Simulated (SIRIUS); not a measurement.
# NiMoIrPdW (P3m1) in SIRIUS: convergence with smearing width

Aim: find how far smearing width must go before the results for NiMoIrPdW settle, at LDA. This setting moves, with any that are tied to it; all else stays.

Everything below comes from runs of SIRIUS 7.12.0. Logs are shortened: lines on timing, memory, paths and dates and some standing lists are left out, and cuts for length are marked. The log counts tension as positive stress, the text compression.

## 1. The structure

Symmetry: P3m1, No. 156, trigonal system. The conventional cell has a = 2.761 Å, b = 2.761 Å, c = 11.341 Å, α = 90.00°, β = 90.00°, γ = 120.00°. Around Ni (site symmetry 3m) lie 3 W at 2.59 Å and 3 Pd at 2.68 Å and 6 Ni at 2.76 Å. Mo (site symmetry 3m) is surrounded by 3 Ir at 2.66 Å and 1 W at 2.66 Å and 6 Mo at 2.76 Å. Pd (site symmetry 3m) is surrounded by 3 Ni at 2.68 Å and 6 Pd at 2.76 Å and 3 Ir at 2.84 Å. Ir (site symmetry 3m) has 3 Mo at 2.66 Å and 6 Ir at 2.76 Å and 3 Pd at 2.84 Å as nearest neighbours. Around W (site symmetry 3m) lie 3 Ni at 2.59 Å and 1 Mo at 2.66 Å and 6 W at 2.76 Å.

The cell was built by a generator and needn't be a form met in nature.

## 2. With smearing width 0.3 eV

File sirius.json:

```json
{
  "control": {
    "processing_unit": "cpu",
    "std_evp_solver_name": "lapack",
    "gen_evp_solver_name": "lapack",
    "verbosity": 2,
    "print_forces": true,
    "ortho_rf": true,
    "use_second_variation": true,
    "rmt_max": 3.0,
    "num_bands_to_print": 24,
    "save_wf": true
  },
  "parameters": {
    "electronic_structure_method": "full_potential_lapwlo",
    "xc_functionals": ["XC_LDA_X", "XC_LDA_C_PW"],
    "core_relativity": "dirac",
    "valence_relativity": "iora",
    "num_fv_states": 85,
    "smearing": "fermi_dirac",
    "smearing_width": 0.0110247967,
    "pw_cutoff": 20,
    "gk_cutoff": 3.86,
    "lmax_apw": 11,
    "lmax_rho": 8,
    "lmax_pot": 8,
    "num_mag_dims": 1,
    "auto_rmt": 0,
    "ngridk": [4, 4, 1],
    "shiftk": [0, 0, 0],
    "num_dft_iter": 80,
    "energy_tol": 1e-07,
    "density_tol": 1e-05,
    "use_symmetry": true
  },
  "settings": {"tol_ne": 1e-10},
  "iterative_solver": {"type": "exact"},
  "mixer": {"type": "anderson", "beta": 0.4, "max_history": 8},
  "unit_cell": {
    "lattice_vectors": [[5.2171180903, -0.0, -0.0], [-2.6085590452, 4.5181461914, 0.0], [-0.0, 0.0, 21.4304580136]],
    "atom_types": ["Ir", "Mo", "Ni", "Pd", "W"],
    "atom_files": {"Ir": "Ir.json", "Mo": "Mo.json", "Ni": "Ni.json", "Pd": "Pd.json", "W": "W.json"},
    "atoms": {
      "Ir": [[0.0, 0.0, 0.10604, 0.0, 0.0, 0.6]],
      "Mo": [[0.66667, 0.33333, 0.29425, 0.0, 0.0, 1.0]],
      "Ni": [[0.0, 0.0, 0.70917, 0.0, 0.0, 1.0]],
      "Pd": [[0.66667, 0.33333, 0.89901, 0.0, 0.0, 0.0]],
      "W": [[0.66667, 0.33333, 0.52921, 0.0, 0.0, 0.0]]
    }
  }
}
```

File Ir.json:

```json
{
  "name": "iridium",
  "symbol": "Ir",
  "number": 77,
[... 36 lines left out ...]
    {"l": 2, "basis": [{"enu": 0.28, "dme": 1, "n": 0, "auto": 0}, {"enu": 0.28, "dme": 2, "n": 0, "auto": 0}]},
    {"l": 2, "basis": [{"enu": 0.28, "dme": 0, "n": 0, "auto": 0}, {"enu": 2.7365, "dme": 0, "n": 0, "auto": 0}]},
    {"l": 3, "basis": [{"enu": 0.28, "dme": 0, "n": 0, "auto": 0}, {"enu": 0.28, "dme": 1, "n": 0, "auto": 0}]},
    {
      "l": 3,
      "basis": [{"enu": -1.7896, "dme": 0, "n": 4, "auto": 1}, {"enu": -1.7896, "dme": 1, "n": 4, "auto": 1}]
    },
    {
      "l": 3,
      "basis": [{"enu": -1.7896, "dme": 1, "n": 4, "auto": 1}, {"enu": 0.28, "dme": 0, "n": 0, "auto": 0}]
    },
    {"l": 3, "basis": [{"enu": 0.28, "dme": 0, "n": 0, "auto": 0}, {"enu": 3.9333, "dme": 0, "n": 0, "auto": 0}]},
    {"l": 4, "basis": [{"enu": 0.28, "dme": 0, "n": 0, "auto": 0}, {"enu": 0.28, "dme": 1, "n": 0, "auto": 0}]},
    {"l": 4, "basis": [{"enu": 0.28, "dme": 0, "n": 0, "auto": 0}, {"enu": 3.3034, "dme": 0, "n": 0, "auto": 0}]}
  ],
  "free_atom": [... radial grid and density of the free atom, the start of the SCF ...]
}
```

File Mo.json:

```json
{
  "name": "molybdenum",
  "symbol": "Mo",
  "number": 42,
  "mass": 95.96,
  "rmin": 1e-06,
  "rmt": 2.43,
  "nrmt": 800,
  "rinf": 17.03,
  "core": "1s2s2p3s3p3d",
[... 22 lines left out ...]
    },
    {
      "l": 1,
      "basis": [{"enu": -0.9913, "dme": 1, "n": 4, "auto": 1}, {"enu": 0.28, "dme": 0, "n": 0, "auto": 0}]
    },
    {"l": 1, "basis": [{"enu": 0.28, "dme": 0, "n": 0, "auto": 0}, {"enu": 3.3961, "dme": 0, "n": 0, "auto": 0}]},
    {"l": 2, "basis": [{"enu": 0.28, "dme": 0, "n": 0, "auto": 0}, {"enu": 0.28, "dme": 1, "n": 0, "auto": 0}]},
    {"l": 2, "basis": [{"enu": 0.28, "dme": 1, "n": 0, "auto": 0}, {"enu": 0.28, "dme": 2, "n": 0, "auto": 0}]},
    {"l": 2, "basis": [{"enu": 0.28, "dme": 0, "n": 0, "auto": 0}, {"enu": 2.9219, "dme": 0, "n": 0, "auto": 0}]},
    {"l": 3, "basis": [{"enu": 0.28, "dme": 0, "n": 0, "auto": 0}, {"enu": 0.28, "dme": 1, "n": 0, "auto": 0}]},
    {"l": 3, "basis": [{"enu": 0.28, "dme": 0, "n": 0, "auto": 0}, {"enu": 3.2267, "dme": 0, "n": 0, "auto": 0}]}
  ],
  "free_atom": [... radial grid and density of the free atom, the start of the SCF ...]
}
```

File Ni.json:

```json
{
  "name": "nickel",
  "symbol": "Ni",
  "number": 28,
  "mass": 58.6934,
  "rmin": 1e-06,
  "rmt": 2.28,
[... 23 lines left out ...]
      "l": 1,
      "basis": [{"enu": -2.1209, "dme": 0, "n": 3, "auto": 1}, {"enu": -2.1209, "dme": 1, "n": 3, "auto": 1}]
    },
    {
      "l": 1,
      "basis": [{"enu": -2.1209, "dme": 1, "n": 3, "auto": 1}, {"enu": 0.28, "dme": 0, "n": 0, "auto": 0}]
    },
    {"l": 1, "basis": [{"enu": 0.28, "dme": 0, "n": 0, "auto": 0}, {"enu": 3.8196, "dme": 0, "n": 0, "auto": 0}]},
    {
      "l": 2,
      "basis": [{"enu": 0.2691, "dme": 0, "n": 0, "auto": 0}, {"enu": 0.2691, "dme": 1, "n": 0, "auto": 0}]
    },
    {
      "l": 2,
      "basis": [{"enu": 0.2691, "dme": 1, "n": 0, "auto": 0}, {"enu": 0.2691, "dme": 2, "n": 0, "auto": 0}]
    },
    {"l": 2, "basis": [{"enu": 0.2691, "dme": 0, "n": 0, "auto": 0}, {"enu": 3.27, "dme": 0, "n": 0, "auto": 0}]},
    {"l": 3, "basis": [{"enu": 0.28, "dme": 0, "n": 0, "auto": 0}, {"enu": 0.28, "dme": 1, "n": 0, "auto": 0}]},
    {"l": 3, "basis": [{"enu": 0.28, "dme": 0, "n": 0, "auto": 0}, {"enu": 3.6272, "dme": 0, "n": 0, "auto": 0}]}
  ],
  "free_atom": [... radial grid and density of the free atom, the start of the SCF ...]
}
```

File Pd.json:

```json
{
  "name": "palladium",
  "symbol": "Pd",
  "number": 46,
  "mass": 106.42,
  "rmin": 1e-06,
  "rmt": 2.43,
  "nrmt": 800,
  "rinf": 14.72,
  "core": "1s2s2p3s3p3d",
[... 16 lines left out ...]
    },
    {
      "l": 1,
      "basis": [{"enu": -1.4449, "dme": 1, "n": 4, "auto": 1}, {"enu": 0.28, "dme": 0, "n": 0, "auto": 0}]
    },
    {"l": 1, "basis": [{"enu": 0.28, "dme": 0, "n": 0, "auto": 0}, {"enu": 3.3961, "dme": 0, "n": 0, "auto": 0}]},
    {"l": 2, "basis": [{"enu": 0.28, "dme": 0, "n": 0, "auto": 0}, {"enu": 0.28, "dme": 1, "n": 0, "auto": 0}]},
    {"l": 2, "basis": [{"enu": 0.28, "dme": 1, "n": 0, "auto": 0}, {"enu": 0.28, "dme": 2, "n": 0, "auto": 0}]},
    {"l": 2, "basis": [{"enu": 0.28, "dme": 0, "n": 0, "auto": 0}, {"enu": 2.9219, "dme": 0, "n": 0, "auto": 0}]},
    {"l": 3, "basis": [{"enu": 0.28, "dme": 0, "n": 0, "auto": 0}, {"enu": 0.28, "dme": 1, "n": 0, "auto": 0}]},
    {"l": 3, "basis": [{"enu": 0.28, "dme": 0, "n": 0, "auto": 0}, {"enu": 3.2267, "dme": 0, "n": 0, "auto": 0}]}
  ],
  "free_atom": [... radial grid and density of the free atom, the start of the SCF ...]
}
```

File W.json:

```json
{
  "name": "tungsten",
  "symbol": "W",
  "number": 74,
[... 36 lines left out ...]
    {"l": 2, "basis": [{"enu": 0.28, "dme": 1, "n": 0, "auto": 0}, {"enu": 0.28, "dme": 2, "n": 0, "auto": 0}]},
    {"l": 2, "basis": [{"enu": 0.28, "dme": 0, "n": 0, "auto": 0}, {"enu": 2.7365, "dme": 0, "n": 0, "auto": 0}]},
    {"l": 3, "basis": [{"enu": 0.28, "dme": 0, "n": 0, "auto": 0}, {"enu": 0.28, "dme": 1, "n": 0, "auto": 0}]},
    {
      "l": 3,
      "basis": [{"enu": -0.7862, "dme": 0, "n": 4, "auto": 1}, {"enu": -0.7862, "dme": 1, "n": 4, "auto": 1}]
    },
    {
      "l": 3,
      "basis": [{"enu": -0.7862, "dme": 1, "n": 4, "auto": 1}, {"enu": 0.28, "dme": 0, "n": 0, "auto": 0}]
    },
    {"l": 3, "basis": [{"enu": 0.28, "dme": 0, "n": 0, "auto": 0}, {"enu": 3.9333, "dme": 0, "n": 0, "auto": 0}]},
    {"l": 4, "basis": [{"enu": 0.28, "dme": 0, "n": 0, "auto": 0}, {"enu": 0.28, "dme": 1, "n": 0, "auto": 0}]},
    {"l": 4, "basis": [{"enu": 0.28, "dme": 0, "n": 0, "auto": 0}, {"enu": 3.3034, "dme": 0, "n": 0, "auto": 0}]}
  ],
  "free_atom": [... radial grid and density of the free atom, the start of the SCF ...]
}
```

File sirius_start.json:

```json
{
  "control": {
    "processing_unit": "cpu",
    "std_evp_solver_name": "lapack",
    "gen_evp_solver_name": "lapack",
    "verbosity": 1,
    "print_forces": false,
    "ortho_rf": true,
    "use_second_variation": true,
    "rmt_max": 3.0,
    "num_bands_to_print": 24,
    "save_wf": false
  },
  "parameters": {
    "electronic_structure_method": "full_potential_lapwlo",
    "xc_functionals": ["XC_LDA_X", "XC_LDA_C_PW"],
    "core_relativity": "dirac",
    "valence_relativity": "iora",
    "num_fv_states": 85,
    "smearing": "fermi_dirac",
    "smearing_width": 0.0055123983,
    "pw_cutoff": 20,
    "gk_cutoff": 3.09,
    "lmax_apw": 11,
    "lmax_rho": 8,
    "lmax_pot": 8,
    "num_mag_dims": 1,
    "auto_rmt": 0,
    "ngridk": [2, 2, 1],
    "shiftk": [0, 0, 0],
    "num_dft_iter": 30,
    "energy_tol": 0.01,
    "density_tol": 0.05,
    "use_symmetry": true
  },
  "settings": {"tol_ne": 1e-10},
  "iterative_solver": {"type": "exact"},
  "mixer": {"type": "anderson", "beta": 0.4, "max_history": 8},
  "unit_cell": {
    "lattice_vectors": [[5.2171180903, -0.0, -0.0], [-2.6085590452, 4.5181461914, 0.0], [-0.0, 0.0, 21.4304580136]],
    "atom_types": ["Ir", "Mo", "Ni", "Pd", "W"],
    "atom_files": {"Ir": "Ir.json", "Mo": "Mo.json", "Ni": "Ni.json", "Pd": "Pd.json", "W": "W.json"},
    "atoms": {
      "Ir": [[0.0, 0.0, 0.10604, 0.0, 0.0, 0.6]],
      "Mo": [[0.66667, 0.33333, 0.29425, 0.0, 0.0, 1.0]],
      "Ni": [[0.0, 0.0, 0.70917, 0.0, 0.0, 1.0]],
      "Pd": [[0.66667, 0.33333, 0.89901, 0.0, 0.0, 0.0]],
      "W": [[0.66667, 0.33333, 0.52921, 0.0, 0.0, 0.0]]
    }
  }
}
```

Potentials or basis: all-electron FP-LAPW, apw+lo standard.

Launch:

```console
$ OMP_NUM_THREADS=2 sirius.scf --input=sirius_start.json --output=start.json
$ OMP_NUM_THREADS=2 sirius.scf --input=sirius.json --output=output.json --task=1
```

Output:

```text
[info] SIRIUS version : 7.12.0
[info] number of MPI ranks           : 1
[info] MPI grid                      : 1 1
[info] maximum number of OMP threads : 2
[fft] FFT context for density and potential
[fft] =====================================
[fft]   plane wave cutoff                     : 20
[fft]   grid size                             : 36 36 144   total : 186624
[fft]   grid limits                           : -17 18   -17 18   -71 72
[fft]   number of G-vectors within the cutoff : 68333
[fft]   number of G-shells                    : 9268
[fft] FFT context for coarse grid
[fft] =====================================
[fft]   plane wave cutoff                     : 7.72
[fft]   grid size                             : 15 15 60   total : 13500
[fft]   grid limits                           : -7 7   -7 7   -29 30
[fft]   number of G-vectors within the cutoff : 3929
[fft]   number of G-shells                    : 606
[unit cell] lattice vectors
[unit cell]   a1 :       5.2171180903     -0.0000000000     -0.0000000000
[unit cell]   a2 :      -2.6085590452      4.5181461914      0.0000000000
[unit cell]   a3 :      -0.0000000000      0.0000000000     21.4304580136
[unit cell] reciprocal lattice vectors
[unit cell]   b1 :       1.2043402504      0.6953278005      0.0000000000
[unit cell]   b2 :       0.0000000000      1.3906556010      0.0000000000
[unit cell]   b3 :       0.0000000000      0.0000000000      0.2931895017
[unit cell] unit cell volume :       505.15237494 [a.u.^3]
[unit cell] 1/sqrt(omega)    :         0.04449270
[unit cell] MT volume        :       303.92262446 (60.16%)
[unit cell] IT volume        :       201.22975049 (39.84%)
[unit cell] number of atom types : 5
[unit cell] type id : 0 symbol : Ir mt_radius :   2.520000 num_atoms : 1
[... 952 lines left out ...]
[find] --------------------------------------------------------------------------------
[find]    0   75.601891    1.175845e-07  [  0.00000,   0.00000,  -0.00000]    0.000000
[find]    1   40.143162    1.211181e-06  [  0.00000,   0.00000,  -0.00000]    0.000000
[find]    2   27.004361    2.050867e-13  [  0.00000,   0.00000,  -0.00000]    0.000002
[find]    3   44.672028    2.018721e-08  [  0.00000,   0.00000,  -0.00000]    0.000000
[find]    4   72.174574    8.466877e-07  [  0.00000,   0.00000,  -0.00000]    0.000000
[find] total core leakage    : 2.19564025e-06
[find] interstitial charge   : 7.403973
[find] interstitial moment   : [  0.00000,   0.00000,   0.00000], magnitude : 0.000000
[find] total charge          : 266.999987
[find] total moment          : [  0.00000,   0.00000,  -0.00000], magnitude : 0.000002
[find] Energy
[find] --------------------------------------------------------------------------------
[find] valence_eval_sum               :     -86.31527559
[find] core_eval_sum                  :  -27037.22476065
[find] kinetic energy                 :   49531.51395647
[find] enuc                           :  -55486.65839841
[find] <rho|V^{XC}>                   :   -1293.73993018
[find] <rho|E^{XC}>                   :    -975.11045117
[find] <mag|B^{XC}>                   :      -0.00000000
[find] <rho|V^{H}>                    :  -75361.31406253
[find] smearing (-TS)                 :      -0.06066876
[find] SCF correction                 :       0.00000251
[find] Total energy                   :  -44610.91192187 (Ha),  -89221.82384375 (Ry)
[find] Free energy (E-TS)             :  -44610.97259063 (Ha),  -89221.94518127 (Ry)
[find] band gap (eV)                  :       0.00000000
[find] Efermi                         :       0.40142540
[ground_state]
[ground_state] ==== total Forces in Ha/bohr =====
[ground_state] atom:    0, force:       0.0000011      0.0000001      0.0020067
[ground_state] atom:    1, force:      -0.0000010      0.0000004     -0.0039745
[ground_state] atom:    2, force:       0.0000005      0.0000001      0.0008009
[ground_state] atom:    3, force:      -0.0000004      0.0000000     -0.0017972
[ground_state] atom:    4, force:      -0.0000003      0.0000002      0.0029597
[ground_state] ==== contribution from density =====
[ground_state] atom:    0, force:      -0.0000126      0.0000088      0.7914246
[ground_state] atom:    1, force:       0.0000040     -0.0000015      0.1852601
[ground_state] atom:    2, force:      -0.0000019      0.0000015     -0.0350915
[ground_state] atom:    3, force:       0.0000042     -0.0000037     -0.1181619
[ground_state] atom:    4, force:       0.0000026     -0.0000002      0.1298748
[ground_state] ==== contribution from Hartree potential =====
[ground_state] atom:    0, force:       0.0000138     -0.0000094     -0.8883815
[ground_state] atom:    1, force:      -0.0000049      0.0000025     -0.1472546
[ground_state] atom:    2, force:       0.0000028     -0.0000017      0.0876750
[ground_state] atom:    3, force:      -0.0000047      0.0000039      0.1089630
[ground_state] atom:    4, force:      -0.0000033      0.0000008     -0.1303004
[ground_state] ==== contribution from IBS =====
[ground_state] atom:    0, force:      -0.0000000      0.0000006      0.0989636
[ground_state] atom:    1, force:      -0.0000001     -0.0000006     -0.0419800
[ground_state] atom:    2, force:      -0.0000004      0.0000004     -0.0517826
[ground_state] atom:    3, force:       0.0000001     -0.0000002      0.0074018
[ground_state] atom:    4, force:       0.0000004     -0.0000004      0.0033853
```

Run time: 15 min. Hardware: 2 threads of Intel Xeon Platinum 8488C (Sapphire Rapids), shared host; peak memory 1.2 GiB.

Results:

```
Free energy                                       : -1213926.4060 eV
Largest force                                     : 0.204 eV/Å
Band gap on the k mesh                            : none (metal or under the smearing width)
Net moment                                        : 0.00 μB per cell
All electrons inside the program's atomic spheres : Ni 27.00; Mo 40.14; Pd 44.67; Ir 75.60; W 72.17 (radii Ir 2.52, Mo 2.43, Ni 2.28, Pd 2.43, W 2.52 bohr)
```

## 3. With smearing width 0.2 eV

Changes to sirius.json since step 2:

```diff
@@ -20,3 +20,3 @@
     "smearing": "fermi_dirac",
-    "smearing_width": 0.0110247967,
+    "smearing_width": 0.0073498644,
     "pw_cutoff": 20,
```

Ir.json is that of step 2.

Mo.json is that of step 2.

Ni.json is that of step 2.

Pd.json is that of step 2.

W.json is that of step 2.

sirius_start.json is that of step 2.

Potentials or basis: all-electron FP-LAPW, apw+lo standard.

Launch:

```console
$ OMP_NUM_THREADS=2 sirius.scf --input=sirius_start.json --output=start.json
$ OMP_NUM_THREADS=2 sirius.scf --input=sirius.json --output=output.json --task=1
```

It took 14 min on 2 threads of Intel Xeon Platinum 8488C (Sapphire Rapids), shared host; peak memory 1.2 GiB.

Results:

```yaml
Free_energy: -1213925.9239 eV
Largest_force: 0.279 eV/Å
Band_gap_on_the_k_mesh: none (metal or under the smearing width)
Net_moment: 0.00 μB per cell
All_electrons_inside_the_program's_atomic_spheres: Ni 27.01; Mo 40.14; Pd 44.67; Ir 75.60; W 72.17 (radii Ir 2.52, Mo 2.43, Ni 2.28, Pd 2.43, W 2.52 bohr)
```

## 4. With smearing width 0.1 eV

Changes to sirius.json since step 3:

```diff
@@ -20,3 +20,3 @@
     "smearing": "fermi_dirac",
-    "smearing_width": 0.0073498644,
+    "smearing_width": 0.0036749322,
     "pw_cutoff": 20,
```

Ir.json is that of step 3.

Mo.json is that of step 3.

Ni.json is that of step 3.

Pd.json is that of step 3.

W.json is that of step 3.

sirius_start.json is that of step 3.

Launch:

```console
$ OMP_NUM_THREADS=2 sirius.scf --input=sirius_start.json --output=start.json
$ OMP_NUM_THREADS=2 sirius.scf --input=sirius.json --output=output.json --task=1
```

Wall time 14 min (2 threads of Intel Xeon Platinum 8488C (Sapphire Rapids), shared host); peak memory 1.2 GiB.

What came out:

| Item | Value |
| --- | --- |
| Free energy | -1213925.5832 eV |
| Largest force | 0.441 eV/Å |
| Band gap on the k mesh | none (metal or under the smearing width) |
| Net moment | 0.00 μB per cell |
| All electrons inside the program's atomic spheres | Ni 27.01; Mo 40.14; Pd 44.68; Ir 75.60; W 72.16 (radii Ir 2.52, Mo 2.43, Ni 2.28, Pd 2.43, W 2.52 bohr) |

[end of part 1 of 2]
